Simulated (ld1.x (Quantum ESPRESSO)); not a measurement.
**Mo: generating and testing a PAW potential**

Aim: build the potential from the settings below, then test how well it stands in for the atom: other configurations, scattering, ghost states and the plane-wave cutoff that it needs.

The numbers are computed with ld1.x (Quantum ESPRESSO) 7.5 (PBE, scalar-relativistic, spin-unpolarised reference atom).

## Step 1: The atom and the settings

The settings as typed:

```json
{"element": "molybdenum (Mo, Z = 42)", "type": "PAW", "frozen core": "[Kr]", "valence charge": "6", "reference configuration": "4d5 5s1 5p0", "partial waves": "5s (bound): rcut 2.35, rcutus 3.20 bohr; 5s channel at 0.05 Ry: rcut 2.35, rcutus 3.20 bohr; 5p (bound, empty): rcut 3.35, rcutus 4.15 bohr; 5p channel at 1.18 Ry: rcut 3.35, rcutus 4.15 bohr; 4d (bound): rcut 1.60, rcutus 2.25 bohr; 4d channel at 0.1 Ry: rcut 1.60, rcutus 2.25 bohr", "local potential": "all-electron potential smoothed inside 1.85 bohr (lloc = -2)", "core correction": "Bessel-smoothed model core, default radius (core density twice the valence density)", "augmentation charge": "BESSEL, radius 1.70 bohr"}
```

An earlier all-electron run gives the scale for the radii.

All-electron outer shells of the reference configuration (PBE, scalar-relativistic, ld1.x):

| shell | level (eV) | outermost node (bohr) | outermost maximum (bohr) |
| --- | --- | --- | --- |
| 4s | -64.35 | 0.51 | 0.99 |
| 4p | -38.49 | 0.52 | 1.08 |
| 5s | -4.09 | 1.34 | 2.93 |
| 4d | -3.75 | 0.53 | 1.38 |
| 5p | -1.04 | 1.54 | 4.11 |

## Step 2: Generating the potential

File Mo.in:

```
 &input
   title='Mo', zed=42., rel=1, dft='PBE', iswitch=3,
   config='[Kr] 4d5 5s1 5p0',
   nld=3, rlderiv=4.50, eminld=-2.0, emaxld=5.0, deld=0.02
 /
 &inputp
   pseudotype=3, lpaw=.true., tm=.true., lloc=-2, rcloc=1.85,
   nlcc=.true., new_core_ps=.true.,
   which_augfun='BESSEL', rmatch_augfun=1.70,
   file_pseudopw='Mo.UPF', file_wfcaegen='ae.wfc', file_wfcncgen='nc.wfc', file_beta='beta', file_chi='chi', file_wfcusgen='us.wfc'
 /
6
5S  1  0   1.00   0.00  2.35  3.20  0.0
5S  1  0   0.00   0.05  2.35  3.20  0.0
5P  2  1   0.00   0.00  3.35  4.15  0.0
5P  2  1   0.00   1.18  3.35  4.15  0.0
4D  3  2   5.00   0.00  1.60  2.25  0.0
4D  3  2   0.00   0.10  1.60  2.25  0.0
 &test
   configts(1)='4d5 5s1 5p0'
 /
```

Run with:

```bash
$ ld1.x < Mo.in > Mo.out
```

The output, Mo.out (without the banner and most projector matrices):

```text
     Program LD1 v.7.5
     --------------------------- All-electron run ----------------------------

     Mo
     scalar relativistic calculation

     atomic number is 42.00
     dft =PBE   lsd =0 sic =0 latt =0  beta=0.20 tr2=1.0E-14
     Exchange-correlation= PBE
                           (   1   4   3   4   0   0   0)
     mesh =1229 r(mesh) = 100.71859 a.u. xmin = -7.00 dx = 0.01250
     1 Ry =  13.60569312 eV, c = 137.03599908

     n l     nl                  e(Ry)          e(Ha)          e(eV)
     1 0     1S 1( 2.00)     -1456.9408      -728.4704    -19822.6900
     2 0     2S 1( 2.00)      -205.7692      -102.8846     -2799.6323
     2 1     2P 1( 6.00)      -183.9502       -91.9751     -2502.7696
     3 0     3S 1( 2.00)       -35.0245       -17.5123      -476.5332
     3 1     3P 1( 6.00)       -27.8740       -13.9370      -379.2445
     4 0     4S 1( 2.00)        -4.7294        -2.3647       -64.3466
     4 1     4P 1( 6.00)        -2.8286        -1.4143       -38.4852
     3 2     3D 1(10.00)       -16.2417        -8.1208      -220.9794
     4 2     4D 1( 5.00)        -0.2758        -0.1379        -3.7528
     5 0     5S 1( 1.00)        -0.3003        -0.1502        -4.0863
     5 1     5P 1( 0.00)        -0.0767        -0.0383        -1.0434

     final scf error:  3.0E-18 reached in  30 iterations

     Etot =   -8097.243804 Ry,   -4048.621902 Ha, -110168.614337 eV

     Ekin =    8348.961097 Ry,    4174.480548 Ha,  113593.402581 eV
     Encl =  -19514.479581 Ry,   -9757.239791 Ha, -265508.020635 eV
     Eh   =    3315.195666 Ry,    1657.597833 Ha,   45105.534870 eV
     Exc  =    -246.920985 Ry,    -123.460493 Ha,   -3359.531153 eV

     normalization and overlap integrals

     s(1S/1S) =  1.000000  <r> =   0.0352  <r2> =    0.0017  r(max) =   0.0229
     s(2S/2S) =  1.000000  <r> =   0.1537  <r2> =    0.0279  r(max) =   0.1303
     s(2P/2P) =  1.000000  <r> =   0.1340  <r2> =    0.0219  r(max) =   0.1041
     s(3S/3S) =  1.000000  <r> =   0.4289  <r2> =    0.2107  r(max) =   0.3819
     s(3P/3P) =  1.000000  <r> =   0.4306  <r2> =    0.2158  r(max) =   0.3771
     s(4S/4S) =  1.000000  <r> =   1.1075  <r2> =    1.3914  r(max) =   0.9874
     s(4P/4P) =  1.000000  <r> =   1.2378  <r2> =    1.7597  r(max) =   1.0777
     s(3D/3D) =  1.000000  <r> =   0.4153  <r2> =    0.2074  r(max) =   0.3246
     s(4D/4D) =  1.000000  <r> =   1.9997  <r2> =    5.0758  r(max) =   1.3838
     s(5S/5S) =  1.000000  <r> =   3.5954  <r2> =   14.9208  r(max) =   2.9295
     s(5P/5P) =  1.000000  <r> =   5.3883  <r2> =   34.4647  r(max) =   4.1055

     ------------------------ End of All-electron run ------------------------

     --------------------- Generating PAW atomic setup --------------------

      Generating local potential from pseudized AE potential:
      Matching radius rcloc =   1.8500
      Enforcing V''(0)=0 (lloc=-2)

      Local pseudo, rcloc= 1.845 Estimated cut-off energy=     9.49 Ry

      Computing core charge for nlcc:

       r > 1.44 : true rho core
      Core charge pseudized with two Bessel functions
      Integrated core pseudo-charge :  11.99
      Wfc-us  5S rcutus= 3.197  Estimated cut-off energy=     4.46 Ry
      Wfc-us  5S rcutus= 3.197  Estimated cut-off energy=     5.12 Ry
      Wfc-us  5P rcutus= 4.106  Estimated cut-off energy=     4.44 Ry
      Wfc-us  5P rcutus= 4.106  Estimated cut-off energy=     8.72 Ry
      Wfc-us  4D rcutus= 2.253  Estimated cut-off energy=    22.73 Ry
      Wfc-us  4D rcutus= 2.253  Estimated cut-off energy=    24.87 Ry

     Required augmentation: BESSEL   radius:    1.700000
     Suggested rho cutoff for augmentation:  33.90 Ry

     Estimated PAW energy = -256.228232 Ryd

     The PAW screened D coefficients
     0.86806     0.74262     0.00000     0.00000     0.00000     0.00000
     0.74262     0.63658     0.00000     0.00000     0.00000     0.00000
     0.00000     0.00000     0.16327     0.25663     0.00000     0.00000
     0.00000     0.00000     0.25663     0.45471     0.00000     0.00000
     0.00000     0.00000     0.00000     0.00000    -0.55763    -0.34494
     0.00000     0.00000     0.00000     0.00000    -0.34494    -0.21090

     The PAW descreened D coefficients (US)
     0.00010    -0.00242     0.00000     0.00000     0.00000     0.00000
    -0.00242    -0.00369     0.00000     0.00000     0.00000     0.00000
     0.00000     0.00000    -0.13838    -0.16174     0.00000     0.00000
     0.00000     0.00000    -0.16174    -0.20286     0.00000     0.00000
     0.00000     0.00000     0.00000     0.00000     0.53694     0.39559
     0.00000     0.00000     0.00000     0.00000     0.39559     0.28932

     ------------------- End of pseudopotential generation -------------------

     [... the all-electron block is printed once more ...]


     Computing logarithmic derivative in   4.50911
     Computing logarithmic derivative in   4.50911
     Computing the partial wave expansion
     R is outside the sphere for l=    0 j= 0.00
     R is outside the sphere for l=    0 j= 0.00
     R is outside the sphere for l=    1 j= 0.00
     R is outside the sphere for l=    1 j= 0.00
     R is outside the sphere for l=    2 j= 0.00
     R is outside the sphere for l=    2 j= 0.00

     ---------------------- Testing the pseudopotential ----------------------

     Mo
     scalar relativistic calculation

     atomic number is 42.00   valence charge is  6.00
     dft = SLA  PW   PBX  PBC   lsd =0 sic =0 latt =0  beta=0.20 tr2=1.0E-14
     mesh =1229 r(mesh) = 100.71859 xmin = -7.00 dx = 0.01250

     n l     nl             e AE (Ry)        e PS (Ry)    De AE-PS (Ry)
     3 2     4D   1( 5.00)       -0.27582       -0.27582        0.00000
     1 0     5S   1( 1.00)       -0.30034       -0.30034        0.00000
     2 1     5P   1( 0.00)       -0.07669       -0.07669        0.00000

     eps = 6.1E-17  iter =  4

     Etot =   -8097.243804 Ry,   -4048.621902 Ha, -110168.614337 eV
     Etotps =  -256.228234 Ry,    -128.114117 Ha,   -3486.162724 eV

     Ekin =      41.541445 Ry,      20.770722 Ha,     565.200147 eV
     Encl =     -65.680712 Ry,     -32.840356 Ha,    -893.631611 eV
     Ehrt =      14.832016 Ry,       7.416008 Ha,     201.799852 eV
     Ecxc =    -246.920982 Ry,    -123.460491 Ha,   -3359.531113 eV
     (Ecc =     -18.483170 Ry,      -9.241585 Ha,    -251.476345 eV)

     ---------------------- End of pseudopotential test ----------------------
```

Wall time 2 s (1 thread of Neoverse-V1, shared host). (Generation and the later configuration tests together.)

All-electron and pseudo partial waves u(r) = r·R(r), from the program's wave files:

| r (bohr) | 4d AE | 4d PS |
| --- | --- | --- |
| 0.208 | -0.3159 | 0.0066 |
| 0.415 | -0.1981 | 0.0486 |
| 0.622 | 0.1708 | 0.1442 |
| 0.830 | 0.4746 | 0.2869 |
| 1.038 | 0.6531 | 0.4460 |
| 1.245 | 0.7280 | 0.5820 |
| 1.453 | 0.7370 | 0.6659 |
| 1.660 | 0.7091 | 0.6878 |
| 1.868 | 0.6630 | 0.6610 |
| 2.075 | 0.6099 | 0.6102 |
| 2.282 | 0.5557 | 0.5557 |
| 2.490 | 0.5032 | 0.5032 |
| 2.698 | 0.4540 | 0.4540 |
| 2.905 | 0.4088 | 0.4088 |
| 3.113 | 0.3673 | 0.3673 |
| 3.320 | 0.3298 | 0.3298 |
| 3.528 | 0.2957 | 0.2957 |
| 3.735 | 0.2651 | 0.2651 |
| 3.943 | 0.2373 | 0.2373 |
| 4.150 | 0.2125 | 0.2125 |
| 4.358 | 0.1901 | 0.1901 |
| 4.565 | 0.1701 | 0.1701 |
| 4.773 | 0.1521 | 0.1521 |
| 4.980 | 0.1360 | 0.1360 |
| 5.188 | 0.1216 | 0.1216 |
| 5.395 | 0.1088 | 0.1088 |

## Step 3: Transferability test

File Mo.test.in:

```
 &input
   title='Mo', zed=42., rel=1, dft='PBE', iswitch=2,
   config='[Kr] 4d5 5s1 5p0'
 /
 &test
   file_pseudo='Mo.UPF', nconf=8,
   configts(1)='4d5 5s1 5p0',
   configts(2)='4d5 5s0 5p0',
   configts(3)='4d4 5s0 5p0',
   configts(4)='4d3 5s0 5p0',
   configts(5)='4d6 5s0 5p0',
   configts(6)='4d2 5s0 5p0',
   configts(7)='4d4 5s1 5p1',
   configts(8)='4d5.5 5s0.5 5p0'
 /
```

Run with:

```bash
$ ld1.x < Mo.test.in > Mo.test.out
```

Mo.test.out, the pseudopotential blocks, each with the warnings that came before it:

```text
     ---------------------- Testing the pseudopotential ----------------------

     Mo
     scalar relativistic calculation

     atomic number is 42.00   valence charge is  6.00
     dft =SLA  PW   PBX  PBC   lsd =0 sic =0 latt =0  beta=0.20 tr2=1.0E-14
     mesh =1229 r(mesh) = 100.71859 xmin = -7.00 dx = 0.01250

     n l     nl             e AE (Ry)        e PS (Ry)    De AE-PS (Ry)
     3 2     4D   1( 5.00)       -0.27582       -0.27582        0.00000
     1 0     5S   1( 1.00)       -0.30034       -0.30034        0.00000
     2 1     5P   1( 0.00)       -0.07669       -0.07669        0.00000

     eps = 6.1E-17  iter =  4

     Etot =   -8097.243804 Ry,   -4048.621902 Ha, -110168.614337 eV
     Etotps =  -256.228234 Ry,    -128.114117 Ha,   -3486.162724 eV

     Ekin =      41.541445 Ry,      20.770722 Ha,     565.200147 eV
     Encl =     -65.680712 Ry,     -32.840356 Ha,    -893.631611 eV
     Ehrt =      14.832016 Ry,       7.416008 Ha,     201.799852 eV
     Ecxc =    -246.920982 Ry,    -123.460491 Ha,   -3359.531113 eV
     (Ecc =     -18.483170 Ry,      -9.241585 Ha,    -251.476345 eV)

     ---------------------- End of pseudopotential test ----------------------

     ---------------------- Testing the pseudopotential ----------------------

     Mo
     [...]
     n l     nl             e AE (Ry)        e PS (Ry)    De AE-PS (Ry)
     3 2     4D   1( 5.00)       -0.76541       -0.76465       -0.00076
     1 0     5S   1( 0.00)       -0.72238       -0.72312        0.00074
     2 1     5P   1( 0.00)       -0.43422       -0.43424        0.00002

     eps = 2.3E-15  iter =  7

     Etot =   -8096.737397 Ry,   -4048.368698 Ha, -110161.724320 eV
     Etotps =  -255.721441 Ry,    -127.860720 Ha,   -3479.267448 eV
     dEtot_ae =       0.506407 Ry
     dEtot_ps =       0.506793 Ry,   Delta E=      -0.000387 Ry

     [...]
     ---------------------- End of pseudopotential test ----------------------

     ---------------------- Testing the pseudopotential ----------------------

     Mo
     [...]
     n l     nl             e AE (Ry)        e PS (Ry)    De AE-PS (Ry)
     3 2     4D   1( 4.00)       -1.53074       -1.54473        0.01399  !
     1 0     5S   1( 0.00)       -1.30116       -1.30513        0.00397
     2 1     5P   1( 0.00)       -0.93263       -0.93719        0.00456

     eps = 9.1E-16  iter =  9

     Etot =   -8095.600994 Ry,   -4047.800497 Ha, -110146.262764 eV
     Etotps =  -254.580135 Ry,    -127.290067 Ha,   -3463.739188 eV
     dEtot_ae =       1.642810 Ry
     dEtot_ps =       1.648099 Ry,   Delta E=      -0.005289 Ry

     [...]
     ---------------------- End of pseudopotential test ----------------------

     ---------------------- Testing the pseudopotential ----------------------

     Mo
     [...]
     n l     nl             e AE (Ry)        e PS (Ry)    De AE-PS (Ry)
     3 2     4D   1( 3.00)       -2.41857       -2.47002        0.05145  !
     1 0     5S   1( 0.00)       -1.96231       -2.01175        0.04943  !
     2 1     5P   1( 0.00)       -1.51918       -1.54480        0.02562  !

     eps = 7.2E-15  iter =  8

     Etot =   -8093.635334 Ry,   -4046.817667 Ha, -110119.518600 eV
     Etotps =  -252.583751 Ry,    -126.291876 Ha,   -3436.577005 eV
     dEtot_ae =       3.608470 Ry
     dEtot_ps =       3.644483 Ry,   Delta E=      -0.036013 Ry

     [...]
     ---------------------- End of pseudopotential test ----------------------

     ---------------------- Testing the pseudopotential ----------------------

     Mo
     [...]
     n l     nl             e AE (Ry)        e PS (Ry)    De AE-PS (Ry)
     3 2     4D   1( 6.00)       -0.16965       -0.16888       -0.00076
     1 0     5S   1( 0.00)       -0.25380       -0.25615        0.00235
     2 1     5P   1( 0.00)       -0.05553       -0.05653        0.00100

     eps = 5.9E-15  iter =  9

     Etot =   -8097.187759 Ry,   -4048.593879 Ha, -110167.851807 eV
     Etotps =  -256.170314 Ry,    -128.085157 Ha,   -3485.374678 eV
     dEtot_ae =       0.056045 Ry
     dEtot_ps =       0.057920 Ry,   Delta E=      -0.001875 Ry

     [...]
     ---------------------- End of pseudopotential test ----------------------

     Warning: n=1, l=0 expected 0 nodes, found 1
     Warning: n=2, l=1 expected 0 nodes, found 1
     ---------------------- Testing the pseudopotential ----------------------

     Mo
     [...]
     n l     nl             e AE (Ry)        e PS (Ry)    De AE-PS (Ry)
     3 2     4D   1( 2.00)       -3.40343       -3.51613        0.11270  !
     1 0     5S   1( 0.00)       -2.69065       -3.35108        0.66043  !
     2 1     5P   1( 0.00)       -2.17762       -2.29129        0.11367  !

     eps = 3.1E-17  iter = 10

     Etot =   -8090.731820 Ry,   -4045.365910 Ha, -110080.014279 eV
     Etotps =  -249.599940 Ry,    -124.799970 Ha,   -3395.980182 eV
     dEtot_ae =       6.511984 Ry
     dEtot_ps =       6.628295 Ry,   Delta E=      -0.116311 Ry

     [...]
     ---------------------- End of pseudopotential test ----------------------

     ---------------------- Testing the pseudopotential ----------------------

     Mo
     [...]
     n l     nl             e AE (Ry)        e PS (Ry)    De AE-PS (Ry)
     3 2     4D   1( 4.00)       -0.50858       -0.50649       -0.00209
     1 0     5S   1( 1.00)       -0.42105       -0.42346        0.00241
     2 1     5P   1( 1.00)       -0.15369       -0.15450        0.00081

     eps = 1.3E-15  iter = 20

     Etot =   -8096.968939 Ry,   -4048.484469 Ha, -110164.874606 eV
     Etotps =  -255.953230 Ry,    -127.976615 Ha,   -3482.421105 eV
     dEtot_ae =       0.274865 Ry
     dEtot_ps =       0.275004 Ry,   Delta E=      -0.000139 Ry

     [...]
     ---------------------- End of pseudopotential test ----------------------

     ---------------------- Testing the pseudopotential ----------------------

     Mo
     [...]
     n l     nl             e AE (Ry)        e PS (Ry)    De AE-PS (Ry)
     3 2     4D   1( 5.50)       -0.21805       -0.21709       -0.00096
     1 0     5S   1( 0.50)       -0.27516       -0.27600        0.00084
     2 1     5P   1( 0.00)       -0.06482       -0.06516        0.00034

     eps = 6.1E-15  iter = 12

     Etot =   -8097.223237 Ry,   -4048.611618 Ha, -110168.334509 eV
     Etotps =  -256.207128 Ry,    -128.103564 Ha,   -3485.875565 eV
     dEtot_ae =       0.020567 Ry
     dEtot_ps =       0.021106 Ry,   Delta E=      -0.000539 Ry

     [...]
     ---------------------- End of pseudopotential test ----------------------
```

Energies count from the reference configuration 4d5 5s1 5p0; the error is all-electron less pseudo. A star marks tests that logged a warning.

| valence configuration | charge | ΔE all-electron (eV) | error AE − PS (meV) |
| --- | --- | --- | --- |
| 4d5 5s0 5p0 | +1 | 6.890 | -5.3 |
| 4d4 5s0 5p0 | +2 | 22.352 | -72 |
| 4d3 5s0 5p0 | +3 | 49.096 | -490 |
| 4d6 5s0 5p0 | 0 | 0.763 | -26 |
| 4d2 5s0 5p0 * | +4 | 88.600 | -1582 |
| 4d4 5s1 5p1 | 0 | 3.740 | -1.9 |
| 4d5.5 5s0.5 5p0 | 0 | 0.280 | -7.3 |

## Step 4: Does it scatter like the atom?

Taken from the files of the generation run. The phase is arctan(r·u′/u) with u = r·R, unwrapped, with energies in Ry. A pole is an energy at which the radial function vanishes at the test radius. The pseudo phase is shifted by a multiple of π to meet the all-electron one at the reference energy. Levels narrower than the energy grid can be missing from the poles. The last column is the largest difference on the grid between −1 and +1 Ry.

| channel | radius (bohr) | reference (Ry) | poles AE | poles PS | window around the reference with phases within 0.05 rad (Ry) | largest difference near zero (rad) |
| --- | --- | --- | --- | --- | --- | --- |
| s | 4.51 | -0.30 | -0.01, 2.49 | -0.01, 0.67, 2.51 | below 0.7 | 3.121 |
| p | 4.51 | -0.08 | 0.49, 3.13 | 0.49, 2.37, 3.65 | below 1.6 | 0.001 |
| d | 4.51 | -0.28 | -0.23, 1.50, 4.38 | -0.23, 1.50, 4.42 | below 2.7 | 0.000 |

Phases (rad) along the scan:

| E (Ry) | s AE | s PS | d AE | d PS |
| --- | --- | --- | --- | --- |
| -2.00 | 1.399 | 1.399 | 1.415 | 1.415 |
| -1.52 | 1.365 | 1.365 | 1.393 | 1.393 |
| -1.04 | 1.294 | 1.294 | 1.355 | 1.355 |
| -0.56 | 0.942 | 0.942 | 1.258 | 1.258 |
| -0.08 | -1.514 | -1.514 | -1.826 | -1.826 |
| 0.40 | -1.770 | -1.770 | -2.446 | -2.447 |
| 0.88 | -2.246 | -5.367 | -4.398 | -4.398 |
| 1.36 | -4.278 | -7.405 | -4.675 | -4.675 |
| 1.84 | -4.594 | -7.731 | -4.793 | -4.792 |
| 2.32 | -4.690 | -7.829 | -4.959 | -4.954 |
| 2.80 | -4.751 | -7.890 | -6.396 | -6.290 |
| 3.28 | -4.818 | -7.957 | -7.643 | -7.632 |
| 3.76 | -4.952 | -8.094 | -7.780 | -7.775 |
| 4.24 | -6.015 | -9.416 | -7.840 | -7.837 |
| 4.72 | -7.590 | -10.778 | -7.886 | -7.882 |

## Step 5: Plane-wave convergence, by spherical Bessel functions

A separate test, outside the generator: the pseudo-atom's Hamiltonian at the reference potential is diagonalised in spherical Bessel functions j_l(qr) that vanish at 20 bohr, with q² up to the cutoff.

All-electron valence levels (Ry): 5s -0.3003, 5p -0.0767, 4d -0.2758. The lowest levels of each channel (Ry) by cutoff; the last column sums, over occupied levels, occupation times the distance from the level at 400 Ry. A positive value at high cutoff is not a bound level.

| cutoff (Ry) | s #1 | p #1 | d #1 | f #1 | Σ f·Δε (mRy) |
| --- | --- | --- | --- | --- | --- |
| 8 | -0.3003 | -0.0766 | 0.0245 | 0.1049 | 1501.5 |
| 12 | -0.3003 | -0.0766 | -0.1326 | 0.1049 | 716.3 |
| 18 | -0.3003 | -0.0766 | -0.2740 | 0.1049 | 9.0 |
| 25 | -0.3003 | -0.0766 | -0.2754 | 0.1049 | 2.0 |
| 35 | -0.3003 | -0.0766 | -0.2758 | 0.1049 | 0.3 |
| 45 | -0.3003 | -0.0766 | -0.2758 | 0.1049 | 0.1 |
| 400 | -0.3003 | -0.0766 | -0.2758 | 0.1049 | 0.0 |

The sum stays within 10 mRy from 18 Ry and within 1 mRy from 35 Ry. The sum leaves out empty levels, which can need more. Ghost test: no level below the all-electron spectrum of its channel (s, p, d, f tested).

## Step 6: What came out

| quantity | value |
| --- | --- |
| cutoffs for 10 and 1 mRy, occupied levels | 18 Ry and 35 Ry |
| bound ghosts | none found |
| largest test error (AE − PS) | -1582 meV, for 4d2 5s0 5p0 (this test logged a warning) |
| largest phase difference near zero energy, channels read | 3.121 rad |
| lowest eigenvalue of the overlap (Bessel basis) | 0.316 (s) |

What this shows: The worst unpolarised test, 4d2 5s0 5p0, is off by 1582 meV on 88.6 eV; by total energies transferability rates as poor. That test lies far up in energy; among those under 40 eV, nearer to bonding, the largest error is 72 meV. By its cutoff, 18 Ry for the looser tolerance, it is soft on the atom at that tolerance. The slowest occupied level is 4d: taken alone it needs 21 Ry to come within 1 mRy, against 6 Ry or less for 5s. No bound ghost shows below the valence levels. Of the channels read, s scatters worst near zero energy, by up to 3.12 rad. A step near π is an extra or missing state, not a misfit of shape. The pseudo curves have a pole with no partner nearby in the atom's: s at 0.67 Ry. At positive energy that is a spurious or a displaced resonance.
